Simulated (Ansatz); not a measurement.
# CrNi3, space group Pm-3m: a test of the smearing width

Computed with the Python package of Ansatz (0.2.0).

Typed at the interpreter:
```pycon
>>> import warnings
>>> import ansatz as az
>>> from pymatgen.core import Lattice, Structure
>>> from pymatgen.io.ase import AseAtomsAdaptor
>>> from tabulate import tabulate
>>> DISPERSION = "d3bjatm"
>>> BETA = 0.1
>>> ECUT = 630
>>> KMESH = (5, 5, 5)
>>> warnings.simplefilter("ignore", az.DeckWarning)
>>> pmg_structure = Structure(
...     Lattice([[3.544565, 0.0, 0.0], [0.0, 3.544565, 0.0], [0.0, 0.0, 3.544565]]),
...     ["Cr", "Ni", "Ni", "Ni"],
...     [
...         [0.0, 0.0, 0.0],
...         [0.0, 0.5, 0.5],
...         [0.5, 0.5, 0.0],
...         [0.5, 0.0, 0.5],
...     ],
... )
>>> crni3 = az.Crystal.from_ase(AseAtomsAdaptor.get_atoms(pmg_structure)).moments(Cr=3, Ni=1.5)
>>> crni3.resolved().tree()["lattice"]
((3.544565, 0.0, 0.0), (0.0, 3.544565, 0.0), (0.0, 0.0, 3.544565))
>>> model = (
...     crni3.calculation()
...     .functional(az.Functional.PBESOL, dispersion=DISPERSION)
...     .spin(az.SpinTreatment.COLLINEAR)
...     .mixing("broyden", beta=BETA)
...     .basis(ECUT)
...     .kpoints(mesh=KMESH, shift=0.5)
...     .stress()
... )
>>> rows = []
>>> for value in [0.25, 0.15, 0.1, 0.05, 0.025]:
...     r = model.occupations("cold", width=value).run().report
...     rows.append((value, r["free_energy_ev"] / len(r["lattice"]["sites"]), r["n_iterations"], sum(r["stress_gpa"][i][i] for i in range(3)) / 3, r["magnetization_mub"], r["n_kpoints"]))
...
>>> print(tabulate(rows, headers=["width (eV)", "F/atom (eV)", "iterations", "P (GPa)", "moment (muB)", "k-points"], floatfmt=".4f", tablefmt="plain"))
  width (eV)    F/atom (eV)    iterations    P (GPa)    moment (muB)    k-points
      0.2500     -5191.3816            30   -13.2294          2.0447          10
      0.1500     -5191.3873            24   -13.2882          2.0482          10
      0.1000     -5191.3887            24   -13.2262          2.0859          10
      0.0500     -5191.3882            24   -13.1879          2.0958          10
      0.0250     -5191.3879            23   -13.1911          2.0960          10
>>> for row in rows[:-1]:
...     shift = 1000 * (row[1] - rows[-1][1])
...     print(f"{row[0]}: {shift:+.2f} meV/atom" + ("  (within 5 meV)" if abs(shift) < 5 else ""))
...
0.25: +6.31 meV/atom
0.15: +0.61 meV/atom  (within 5 meV)
0.1: -0.73 meV/atom  (within 5 meV)
0.05: -0.30 meV/atom  (within 5 meV)
```

Going from 0.025 to 0.25 eV changes F by +6.3 meV an atom. This scheme is built to cancel the term in the square of the width, but that needs a smooth density of states and a fine mesh, and here a sizeable shift remains. The pressure moves from -13.19 to -13.23 GPa.

Caveats:
- Other magnetic orders than the one started from may lie lower.
- Dispersion corrections can be off by several per cent in the lattices of metals, and by several GPa in the pressure at a fixed cell.
- The mesh is modest for a metal, so energies can be off by several to tens of meV an atom and pressures by half a GPa or more; differences at equal mesh fare better.
- The overall sign of a collinear moment is arbitrary, and semilocal functionals can give small moments to compounds that are paramagnetic.
- The narrowest width needs the finest mesh, so the last row is no converged reference.
- Pressure is positive in compression.
- At these settings the cell as given stands under about -13 GPa, so it isn't at this functional's equilibrium volume.
- This cell is a computed structure, which may not be the phase found in nature.
- Timing: 86 s on 1 thread of Arm Neoverse V1, with other jobs on the host, peak memory 0.56 GiB.
